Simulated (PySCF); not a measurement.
# Zr(OtBu)Cl3: geometry, NMR shifts and electronic excitations

Wanted: the NMR shifts and electronic excitations of Zr(OtBu)Cl3 (`CC(C)(C)[O][Zr]([Cl])([Cl])[Cl]`), by calculation.

Computed with PySCF 2.14.0, with density-fitted response routines of our own, on a single molecule in the gas phase. Atoms are numbered from 0 throughout.

## Step 1: Starting geometry

18 atoms, charge 0, multiplicity 1; geometry from: GFN2-xTB. The atoms were then displaced at random by about 0.03 Å, so the start is not that level's minimum.

Bonds of the start (Å): Zr0–O1 1.82, Zr0–Cl15 2.28, Zr0–Cl16 2.38, Zr0–Cl17 2.19, O1–C2 1.44, C2–C3 1.46, C2–C4 1.54, C2–C5 1.53, C3–H6 1.15, C3–H7 1.13, C3–H8 1.03, C4–H9 1.09, C4–H10 1.13, C4–H11 1.14, C5–H12 1.14, C5–H13 1.07, C5–H14 1.09.

## Step 2: Optimising the geometry at PBE0-D3(BJ)/def2-SVP

Job settings and geometry (Å):

```
{"job": {"xc": "PBE0", "basis": "def2-SVP", "d3": "d3bj", "grid": 1, "maxiter": 40, "shake": 0.03, "kind": "geom"}, "charge": 0, "multiplicity": 1}
Zr     1.101240    -0.229720    -1.957000
O      1.201780     0.183770    -0.187110
C     -0.033040     0.103780     0.539720
C     -0.697550    -1.088210     0.031240
C      0.373490    -0.117700     2.011640
C     -0.767160     1.436650     0.357290
H     -1.620560    -1.282440     0.696740
H     -1.127070    -0.887290    -0.994850
H     -0.166360    -1.973910     0.097650
H      0.943770    -1.025370     2.181960
H     -0.542830    -0.162880     2.677770
H      1.014080     0.732200     2.409290
H     -1.053510     1.599200    -0.731830
H     -0.200450     2.265480     0.739730
H     -1.702920     1.371460     0.921880
Cl     2.796120     0.798810    -3.088630
Cl    -0.738760     0.650680    -3.175140
Cl     1.163400    -2.357580    -2.452590
```

Run with:

```console
$ OMP_NUM_THREADS=1 python probes_run.py task.json out
```

One launch serves the whole session: the jobs run in the order shown.

Log:

```text
step   0  E = -1659.67908639  max force = 0.100981
step   1  E = -1659.71492949  max force = 0.021788
step   2  E = -1659.71876873  max force = 0.012629
step   3  E = -1659.72210984  max force = 0.008777
step   4  E = -1659.72479627  max force = 0.011469
step   5  E = -1659.72723077  max force = 0.012974
step   6  E = -1659.72874767  max force = 0.008442
step   7  E = -1659.73004193  max force = 0.007111
step   8  E = -1659.73060177  max force = 0.004807
step   9  E = -1659.73082752  max force = 0.001939
step  10  E = -1659.73102623  max force = 0.001636
step  11  E = -1659.73133301  max force = 0.003649
step  12  E = -1659.73165265  max force = 0.003963
step  13  E = -1659.73162149  max force = 0.004950
step  14  E = -1659.73189896  max force = 0.003855
step  15  E = -1659.73219041  max force = 0.002747
step  16  E = -1659.73219016  max force = 0.005257
step  17  E = -1659.73241370  max force = 0.003729
step  18  E = -1659.73254257  max force = 0.002832
step  19  E = -1659.73233689  max force = 0.003327
step  20  E = -1659.73229297  max force = 0.004971
step  21  E = -1659.73258504  max force = 0.001866
step  22  E = -1659.73262544  max force = 0.001582
step  23  E = -1659.73262593  max force = 0.001507
step  24  E = -1659.73262749  max force = 0.001481
step  25  E = -1659.73262827  max force = 0.001468
step  26  E = -1659.73262865  max force = 0.001460
step  27  E = -1659.73262884  max force = 0.001456
step  28  E = -1659.73262893  max force = 0.001454
step  29  E = -1659.73262902  max force = 0.001453
step  30  E = -1659.73262911  max force = 0.001451
step  31  E = -1659.73262920  max force = 0.001449
step  32  E = -1659.73262930  max force = 0.001447
step  33  E = -1659.73262939  max force = 0.001445
step  34  E = -1659.73262948  max force = 0.001443
step  35  E = -1659.73262957  max force = 0.001440
step  36  E = -1659.73262966  max force = 0.001439
step  37  E = -1659.73262975  max force = 0.001436
step  38  E = -1659.73262985  max force = 0.001434
step  39  E = -1659.73262994  max force = 0.001432
step  40  E = -1659.73263003  max force = 0.001429
optimisation not converged
```

Wall time 17 min (1 thread of Arm Neoverse V2, shared host); peak memory 1 GiB.

Along the way: (not every step is listed) (the energy doesn't fall at every step)

```csv
step,energy from step 0 (eV),largest force component (eV/Å)
0,0.0000,5.1927
1,-0.9753,1.1204
2,-1.0798,0.6494
3,-1.1707,0.4513
4,-1.2438,0.5898
5,-1.3101,0.6672
6,-1.3514,0.4341
7,-1.3866,0.3657
8,-1.4018,0.2472
10,-1.4134,0.0841
12,-1.4304,0.2038
14,-1.4371,0.1982
16,-1.4450,0.2703
18,-1.4546,0.1456
20,-1.4478,0.2556
22,-1.4569,0.0813
24,-1.4569,0.0762
26,-1.4570,0.0751
28,-1.4570,0.0748
30,-1.4570,0.0746
32,-1.4570,0.0744
34,-1.4570,0.0742
35,-1.4570,0.0740
36,-1.4570,0.0740
37,-1.4570,0.0738
38,-1.4570,0.0737
39,-1.4570,0.0736
40,-1.4570,0.0735
```

Distances of close pairs at the start and the end, largest changes first:

```csv
bond,before (Å),after (Å),change (Å)
Zr0–H7,2.515,4.007,+1.492
Zr0–C3,2.815,4.016,+1.201
Zr0–C2,2.763,3.286,+0.523
Zr0–Cl17,2.186,2.350,+0.164
C2–C3,1.456,1.523,+0.067
C3–H8,1.035,1.100,+0.065
Zr0–Cl15,2.283,2.347,+0.064
C3–H6,1.154,1.100,-0.055
```

The end geometry stands in the next job.

The optimisation stopped before it met its thresholds, so this geometry is not quite a stationary point, and what follows inherits that.

```csv
at the end point,value
point group (found at 0.08 Å tolerance),C1
"rotational constants (GHz, main isotopes)","0.798, 0.462, 0.456"
dipole moment (D),4.04
```

## Step 3: Nuclear shieldings: PBE0/def2-TZVP+pcSseg-1

Job settings and geometry (Å):

```
{"job": {"kind": "nmr", "xc": "PBE0", "basis": {"default": "pcSseg-1", "Zr": "def2-TZVP"}}, "charge": 0, "multiplicity": 1}
Zr     0.381084    -0.066406    -2.681382
O      0.116783    -0.028654    -0.836443
C     -0.081381     0.008064     0.570893
C     -1.187517    -0.985872     0.899247
C      1.236755    -0.381485     1.227437
C     -0.484502     1.433116     0.929369
H     -1.380570    -1.006580     1.981701
H     -2.118668    -0.709074     0.383194
H     -0.899221    -1.998002     0.578679
H      1.533008    -1.396397     0.923243
H      1.144306    -0.360311     2.323148
H      2.033354     0.317182     0.931772
H     -1.399387     1.718892     0.389713
H      0.315078     2.137226     0.654738
H     -0.672736     1.524424     2.009025
Cl     2.369034     1.109118    -3.097437
Cl    -1.439426     1.000608    -3.701394
Cl     0.477677    -2.298919    -3.407744
```

With the program's defaults for keys left out, this is: GIAO PBE0/pcSseg-1 Zr:def2-TZVP NMR shielding, scalar relativity only through core potentials, gas phase.

Log:

```text
coarse grid: 75304 points
cycle   1  E = -1659.4679207406  dE = -4.213e+00  |g| = 1.756e+00  |ddm| = 5.572e+00
cycle   2  E = -1658.8567443609  dE =  6.112e-01  |g| = 2.251e+00  |ddm| = 4.250e+00
cycle   3  E = -1660.2003304131  dE = -1.344e+00  |g| = 4.217e-01  |ddm| = 3.061e+00
cycle   4  E = -1660.1939712174  dE =  6.359e-03  |g| = 4.637e-01  |ddm| = 5.313e-01
cycle   5  E = -1660.2340859621  dE = -4.011e-02  |g| = 8.948e-02  |ddm| = 2.999e-01
cycle   6  E = -1660.2357572069  dE = -1.671e-03  |g| = 2.277e-02  |ddm| = 8.549e-02
cycle   7  E = -1660.2358863054  dE = -1.291e-04  |g| = 3.624e-03  |ddm| = 2.350e-02
cycle   8  E = -1660.2358889771  dE = -2.672e-06  |g| = 1.383e-03  |ddm| = 4.263e-03
final grid: 154032 points
cycle   9  E = -1660.2357547085  dE =  4.734e-07  |g| = 2.055e-03  |ddm| = 3.815e-03
cycle  10  E = -1660.2357522610  dE =  2.448e-06  |g| = 3.588e-03  |ddm| = 5.290e-03
cycle  11  E = -1660.2357557969  dE = -3.536e-06  |g| = 3.175e-04  |ddm| = 3.551e-03
cycle  12  E = -1660.2357558203  dE = -2.340e-08  |g| = 8.988e-05  |ddm| = 2.684e-04
cycle  13  E = -1660.2357558219  dE = -1.541e-09  |g| = 1.437e-05  |ddm| = 6.131e-05
cycle  14  E = -1660.2357558219  dE = -3.729e-11  |g| = 3.895e-06  |ddm| = 1.110e-05
converged SCF energy = -1660.2357558219

GIAO shielding tensors (ppm)
atom      isotropic    diamagn.    paramagn.     s11        s22        s33       span
  0 Zr         nan         nan         nan        nan        nan        nan        nan
  1 O      -46.805     405.404    -452.209   -194.053   -187.227    240.864    434.918
  2 C       96.924     239.250    -142.326     67.790     68.157    154.824     87.034
  3 C      151.717     248.653     -96.936    133.319    138.558    183.274     49.954
  4 C      151.876     248.689     -96.813    133.940    138.332    183.355     49.414
  5 C      151.697     248.765     -97.067    133.479    138.367    183.246     49.767
  6 H       30.097      30.282      -0.185     26.586     27.650     36.055      9.469
  7 H       29.672      30.829      -1.156     26.879     28.001     34.138      7.259
  8 H       29.614      30.841      -1.226     26.866     27.880     34.096      7.229
  9 H       29.700      30.826      -1.126     26.909     27.985     34.206      7.297
 10 H       30.087      30.281      -0.194     26.588     27.641     36.031      9.443
 11 H       29.584      30.879      -1.295     26.773     27.925     34.053      7.280
 12 H       29.605      30.916      -1.311     26.855     27.896     34.063      7.208
 13 H       29.656      30.893      -1.237     26.875     28.001     34.092      7.217
 14 H       30.090      30.317      -0.227     26.589     27.638     36.044      9.454
 15 Cl     479.058    1149.801    -670.744     96.062    337.335   1003.776    907.715
 16 Cl     474.819    1149.787    -674.968    101.445    320.382   1002.630    901.185
 17 Cl     480.082    1149.767    -669.686    109.665    324.579   1006.000    896.336
```

Wall time 68 s (1 thread of Arm Neoverse V2, shared host); peak memory 1.3 GiB.

Shifts follow as δ = σ(reference) − σ, with reference shieldings (ppm) from runs at the same level and on the same kind of geometry: 1H TMS 31.27, 13C TMS 184.4, 17O H2O 334.6, 35Cl HCl 943. The references are single molecules in the gas phase, so shifts against H2O, NH3, PH3, H3PO4 or CFCl3 are not on the usual liquid scales and can be off by tens of ppm. Atoms listed in one row are averaged.

```csv
atoms,environment,σ (ppm),δ (ppm)
C2,"carbon bonded to 3 C, O",96.9,87.5
"C3, C4, C5","carbon bonded to C, 3 H",151.8,32.6
"H6, H7, H8, H9, H10 and 4 more",hydrogen on a carbon bonded to C,29.79,1.48
O1,"oxygen bonded to C, Zr",-46.8,381.4
"Cl15, Cl16, Cl17",chlorine bonded to Zr,478,465
```

Atoms past Kr carry core potentials, so their printed shieldings have no meaning and are left out of the table.

The run also stored atomic charges by several schemes (e):

```csv
atoms,Mulliken,ESP fit
Zr0,1.24,0.85
O1,-0.63,-0.42
C2,-0.19,0.67
"C3, C4, C5",-0.19,-0.52
"Cl15, Cl16, Cl17",-0.33,-0.26
```

Mayer bond orders: Zr0–O1 1.14, Zr0–Cl15 1.07, Zr0–Cl16 1.08, Zr0–Cl17 1.07, O1–C2 0.73, C2–C3 1.02, C2–C4 1.02, C2–C5 1.02.

With diffuse functions Mulliken charges and Mayer bond orders lose their meaning; the other schemes are steadier.

Orbitals, density, ELF and potential are computed afterwards from the orbital file.

Frontier orbitals at PBE0/def2-TZVP+pcSseg-1, with the share of their density that lies nearest to each atom:

```csv
orbital,energy (eV),lies on
HOMO,-9.04,"O1 30 %; Cl15 26 %; C2, C3 about 8 % each"
LUMO,-1.86,"Zr0 69 %; Cl15, Cl16 about 10 % each; Cl17 6 %"
```

ELF in a plane through or near 5 of the atoms.

Values, 10 rows by 14 columns:
```
0.00 0.00 0.00 0.00 0.00 0.00 0.00 0.00 0.00 0.00 0.00 0.00 0.00 0.00
0.00 0.00 0.17 0.37 0.24 0.01 0.00 0.00 0.00 0.00 0.00 0.00 0.00 0.00
0.00 0.17 0.72 0.87 0.75 0.18 0.00 0.02 0.02 0.00 0.00 0.00 0.00 0.00
0.00 0.18 0.72 0.83 0.66 0.04 0.03 0.04 0.04 0.02 0.00 0.00 0.00 0.00
0.00 0.02 0.15 0.29 0.62 0.32 0.74 0.35 0.36 0.03 0.01 0.00 0.00 0.00
0.00 0.00 0.01 0.88 0.48 0.46 0.45 0.16 0.50 0.04 0.01 0.00 0.00 0.00
0.00 0.03 0.23 0.19 0.09 0.18 0.23 0.50 0.11 0.99 0.98 0.01 0.00 0.00
0.00 0.04 0.34 0.50 0.26 0.01 0.02 0.71 0.60 0.83 0.85 0.00 0.00 0.00
0.00 0.00 0.04 0.12 0.03 0.00 0.00 0.07 0.06 0.01 0.00 0.00 0.00 0.00
0.00 0.00 0.00 0.00 0.00 0.00 0.00 0.00 0.00 0.00 0.00 0.00 0.00 0.00
```
The map spans 12.2 Å across and 9.5 Å up, centred on the molecule. Atoms in the plane (x, y in Å): Zr0 (-2.7, 0.0), O1 (-0.8, 0.0), C2 (0.6, 0.0), C3 (1.0, -1.5), H6 (2.1, -1.5).

On the surface of density 0.002 e/bohr³ the electrostatic potential runs, from the 1st to the 99th percentile, from -0.49 V near Cl17 to 1.97 V near Zr0.

## Step 4: TDDFT and polarisability: CAM-B3LYP/def2-SVPD

Settings changed since step 3:

```diff
@@ -1,2 +1,2 @@
-{"job": {"kind": "nmr", "xc": "PBE0", "basis": {"default": "pcSseg-1", "Zr": "def2-TZVP"}}, "charge": 0, "multiplicity": 1}
+{"job": {"kind": "uv", "xc": "CAM-B3LYP", "basis": "def2-SVPD", "ip": false, "nstates": 10}, "charge": 0, "multiplicity": 1}
 Zr     0.381084    -0.066406    -2.681382
```

With the program's defaults for keys left out, this is: TDDFT CAM-B3LYP/def2-SVPD, vertical, gas phase, core orbitals frozen in the response.

Log:

```text
coarse grid: 75304 points
cycle   1  E = -1659.9992215707  dE = -5.391e+00  |g| = 1.157e+00  |ddm| = 1.752e+01
cycle   2  E = -1659.9106729125  dE =  8.855e-02  |g| = 1.331e+00  |ddm| = 9.519e+00
cycle   3  E = -1660.3494079302  dE = -4.387e-01  |g| = 1.958e-01  |ddm| = 4.127e+00
cycle   4  E = -1660.3527530234  dE = -3.345e-03  |g| = 1.479e-01  |ddm| = 1.098e+00
cycle   5  E = -1660.3570572555  dE = -4.304e-03  |g| = 3.709e-02  |ddm| = 4.575e-01
cycle   6  E = -1660.3573775833  dE = -3.203e-04  |g| = 4.556e-03  |ddm| = 1.201e-01
cycle   7  E = -1660.3573838843  dE = -6.301e-06  |g| = 1.486e-03  |ddm| = 1.978e-02
final grid: 154032 points
cycle   8  E = -1660.3571323149  dE = -2.117e-07  |g| = 1.715e-03  |ddm| = 1.469e-02
cycle   9  E = -1660.3571315824  dE =  7.325e-07  |g| = 2.610e-03  |ddm| = 7.946e-03
cycle  10  E = -1660.3571330145  dE = -1.432e-06  |g| = 3.452e-04  |ddm| = 4.540e-03
cycle  11  E = -1660.3571330407  dE = -2.614e-08  |g| = 4.037e-05  |ddm| = 1.041e-03
cycle  12  E = -1660.3571330417  dE = -1.009e-09  |g| = 2.104e-05  |ddm| = 3.701e-04
cycle  13  E = -1660.3571330418  dE = -1.473e-10  |g| = 4.492e-06  |ddm| = 6.379e-05
converged SCF energy = -1660.3571330418

Static polarisability (au): isotropic 134.731, principal 129.733 130.932 143.527

Singlet excitations
state   eV       nm        f      main configurations
  1   6.0490    205.0   0.00014   H->L 0.61, H-1->L+1 0.27
  2   6.1396    201.9   0.00179   H-1->L 0.45, H->L+1 0.34
  3   6.1460    201.7   0.00192   H-1->L+1 0.54, H->L 0.23
  4   6.3269    196.0   0.02124   H->L+1 0.48, H-1->L 0.33
  5   6.3823    194.3   0.03723   H-2->L 0.74
  6   6.3992    193.7   0.03518   H-2->L+1 0.76
  7   6.6391    186.7   0.00067   H-3->L 0.34, H-5->L+1 0.30, H-4->L+1 0.12
  8   6.6415    186.7   0.00075   H-4->L 0.46, H-5->L 0.27
  9   6.6524    186.4   0.00133   H-3->L+1 0.49, H-5->L 0.10, H-4->L+1 0.09
 10   6.7189    184.5   0.00810   H-4->L+1 0.34, H-3->L 0.23, H-3->L+1 0.11

Triplet excitations (Tamm-Dancoff, eV): 5.8635 5.8851 5.9473 5.9520
```

Wall time 2.2 min (1 thread of Arm Neoverse V2, shared host); peak memory 1.8 GiB.

Frontier orbitals and where they lie:

```csv
orbital,eV,atoms
HOMO−3,-10.99,"Cl15 28 %, Cl17 24 %, Cl16 18 %"
HOMO−2,-10.54,"Cl16 34 %, Cl17 33 %, Cl15 31 %"
HOMO−1,-10.40,"O1 26 %, Cl17 23 %, Cl16 21 %"
HOMO,-10.39,"Cl15 30 %, O1 27 %, Cl16 10 %"
LUMO,-0.78,"Zr0 69 %, Cl15 12 %, Cl16 10 %"
LUMO+1,-0.75,"Zr0 68 %, Cl17 13 %, Cl16 9 %"
LUMO+2,0.05,"Zr0 57 %, Cl15 11 %, Cl17 9 %"
```

With each of the 10 states as a Gaussian band of 0.4 eV half-width at 1/e, the curve within the window shown has maxima at 194 nm (ε 4,100) L/(mol cm). Beyond the last state computed it falls off for lack of states. The curve at chosen wavelengths:

nm, ε (L/mol/cm) and a bar:
```
      177        527 ####
      179        835 ######
      181       1244 #########
      183       1746 #############
      185       2311 #################
      187       2890 #####################
      189       3416 #########################
      191       3826 ############################
      193       4065 ##############################
      195       4107 ##############################
      197       3955 #############################
      199       3638 ###########################
      201       3205 #######################
      203       2710 ####################
      205       2205 ################
      207       1730 ############
      209       1312 #########
      211        965 #######
      213        688 #####
      215        478 ###
      217        323 ##
      219        214 #
      221        138 #
      223         88 
      225         54 
      227         33
```

Leading natural transition orbitals of singlet state 5: the hole lies on Cl15, Cl16, Cl17 about 30 % each; the particle on Zr0 70 %; Cl15 11 %; Cl16, Cl17 about 7 % each.

Leading natural transition orbitals of singlet state 1: the hole lies on Cl15 40 %; O1 29 %; Cl16 17 %; the particle on Zr0 69 %; Cl15 11 %; Cl16 8 %.

Ground-state properties from the same run:

```csv
property,computed
dipole moment (D),4.08
polarisability (Å³),19.97
HOMO–LUMO gap (eV),9.62
−ε(HOMO) (eV),10.39
```

## Step 5: Nuclear shieldings: B3LYP/def2-TZVP+pcSseg-1

Settings changed since step 4:

```diff
@@ -1,2 +1,2 @@
-{"job": {"kind": "uv", "xc": "CAM-B3LYP", "basis": "def2-SVPD", "ip": false, "nstates": 10}, "charge": 0, "multiplicity": 1}
+{"job": {"kind": "nmr", "xc": "B3LYP", "basis": {"default": "pcSseg-1", "Zr": "def2-TZVP"}, "pop": false}, "charge": 0, "multiplicity": 1}
 Zr     0.381084    -0.066406    -2.681382
```

With the program's defaults for keys left out, this is: GIAO B3LYP/pcSseg-1 Zr:def2-TZVP NMR shielding, scalar relativity only through core potentials, gas phase.

Log:

```text
coarse grid: 75304 points
cycle   1  E = -1660.1420829984  dE = -4.092e+00  |g| = 1.930e+00  |ddm| = 5.589e+00
cycle   2  E = -1659.1358822946  dE =  1.006e+00  |g| = 2.681e+00  |ddm| = 5.202e+00
cycle   3  E = -1660.9610772475  dE = -1.825e+00  |g| = 6.688e-01  |ddm| = 4.110e+00
cycle   4  E = -1660.9591554299  dE =  1.922e-03  |g| = 6.858e-01  |ddm| = 8.009e-01
cycle   5  E = -1661.0486218307  dE = -8.947e-02  |g| = 1.090e-01  |ddm| = 4.268e-01
cycle   6  E = -1661.0511447230  dE = -2.523e-03  |g| = 3.722e-02  |ddm| = 1.204e-01
cycle   7  E = -1661.0514867611  dE = -3.420e-04  |g| = 6.077e-03  |ddm| = 3.639e-02
cycle   8  E = -1661.0514937443  dE = -6.983e-06  |g| = 2.311e-03  |ddm| = 7.388e-03
final grid: 154032 points
cycle   9  E = -1661.0513311998  dE =  2.201e-06  |g| = 3.886e-03  |ddm| = 5.721e-03
cycle  10  E = -1661.0513211064  dE =  1.009e-05  |g| = 7.482e-03  |ddm| = 9.796e-03
cycle  11  E = -1661.0513348081  dE = -1.370e-05  |g| = 6.592e-04  |ddm| = 6.625e-03
cycle  12  E = -1661.0513348885  dE = -8.037e-08  |g| = 1.406e-04  |ddm| = 4.217e-04
cycle  13  E = -1661.0513348929  dE = -4.454e-09  |g| = 3.052e-05  |ddm| = 1.179e-04
cycle  14  E = -1661.0513348931  dE = -2.124e-10  |g| = 4.177e-06  |ddm| = 2.518e-05
converged SCF energy = -1661.0513348931

GIAO shielding tensors (ppm)
atom      isotropic    diamagn.    paramagn.     s11        s22        s33       span
  0 Zr         nan         nan         nan        nan        nan        nan        nan
  1 O      -53.957     405.507    -459.464   -201.704   -194.490    234.323    436.027
  2 C       90.003     239.242    -149.240     60.883     61.268    147.858     86.975
  3 C      146.007     247.774    -101.767    127.451    132.169    178.400     50.949
  4 C      146.180     247.810    -101.630    128.095    131.962    178.483     50.388
  5 C      146.005     247.881    -101.876    127.654    131.989    178.373     50.720
  6 H       30.194      30.301      -0.106     26.863     27.861     35.859      8.996
  7 H       29.788      31.045      -1.257     27.172     28.206     33.985      6.813
  8 H       29.725      31.053      -1.329     27.160     28.076     33.938      6.778
  9 H       29.816      31.039      -1.223     27.199     28.195     34.053      6.854
 10 H       30.185      30.300      -0.115     26.865     27.854     35.835      8.970
 11 H       29.694      31.095      -1.401     27.066     28.120     33.896      6.829
 12 H       29.716      31.133      -1.417     27.149     28.092     33.906      6.757
 13 H       29.771      31.108      -1.337     27.166     28.207     33.941      6.774
 14 H       30.189      30.337      -0.148     26.867     27.851     35.847      8.980
 15 Cl     454.186    1150.282    -696.096     61.383    308.177    992.998    931.615
 16 Cl     450.217    1150.268    -700.051     68.187    290.635    991.830    923.643
 17 Cl     455.128    1150.242    -695.115     75.553    294.546    995.285    919.732
```

Wall time 47 s (1 thread of Arm Neoverse V2, shared host); peak memory 1.4 GiB.

Key values: δ C2 89.2, C3 33.2, O1 388.0, Cl15 477, H6 1.49 ppm (means over like atoms).

## Step 6: Side by side: NMR shifts

Shifts (ppm), means over like atoms, with basis size and wall time:

```csv
run,C2,C3,H6,O1,Cl15,functions,time
PBE0/def2-TZVP+pcSseg-1,87.5,32.6,1.48,381.4,465,242,68 s
B3LYP/def2-TZVP+pcSseg-1,89.2,33.2,1.49,388.0,477,242,47 s
```

## Step 7: Outcome

| quantity | value |
| --- | --- |
| point group | C1 |
| rotational constants (main isotopes) | 0.80, 0.46, 0.46 GHz |
| 13C shifts against TMS (PBE0/def2-TZVP+pcSseg-1, means over atoms taken as alike) | 87.5, 32.6 ppm |
| 1H shifts against TMS (PBE0/def2-TZVP+pcSseg-1, means over atoms taken as alike) | 1.48 ppm |
| 17O shifts against H2O (PBE0/def2-TZVP+pcSseg-1) | 381.4 ppm |
| 35Cl shifts against HCl (PBE0/def2-TZVP+pcSseg-1, means over atoms taken as alike) | 465 ppm |
| surface potential, 1st and 99th percentile | -0.49 V and 1.97 V |
| lowest singlet (CAM-B3LYP/def2-SVPD) | 6.05 eV (205 nm), f = 0.000 |
| brightest single state of those computed | state 5, 6.38 eV, f = 0.037 |
| lowest triplet | 5.86 eV |
| range of the shift of Cl15 | 465 to 477 ppm |

In words: The start was shaken at random, so part of the energy gained undoes that. Over 40 steps the energy fell by 1.457 eV; of the close pairs, Zr0–H7 changed most, 2.515 to 4.007 Å. No frequency check was run at this level, so the end point may be a saddle. At PBE0/def2-TZVP+pcSseg-1: Shielding is most anisotropic at Cl15, Cl16, Cl17 (span 902 ppm, paramagnetic term -672 ppm). At PBE0/def2-TZVP+pcSseg-1, counted by nearest atom on the grid, the HOMO lies on O1 30 %; Cl15 26 %, the LUMO on Zr0 69 %; Cl15, Cl16 about 10 % each. The first singlet state (HOMO→LUMO 0.61, HOMO−1→LUMO+1 0.27) lies at 6.05 eV and is dark; of the 10 states computed, the strongest absorption comes from states 5 to 6 together at 6.38 eV. The lowest triplet lies 0.19 eV below the lowest singlet (triplets in Tamm-Dancoff, singlets in full TDDFT). In ppm, Cl15 (with its like atoms) moves most: its shift spreads over 12 ppm, from 465 (PBE0/def2-TZVP+pcSseg-1) to 477 (B3LYP/def2-TZVP+pcSseg-1). Spin-orbit coupling is left out, which matters for shieldings and couplings at and beside the heavy atoms.
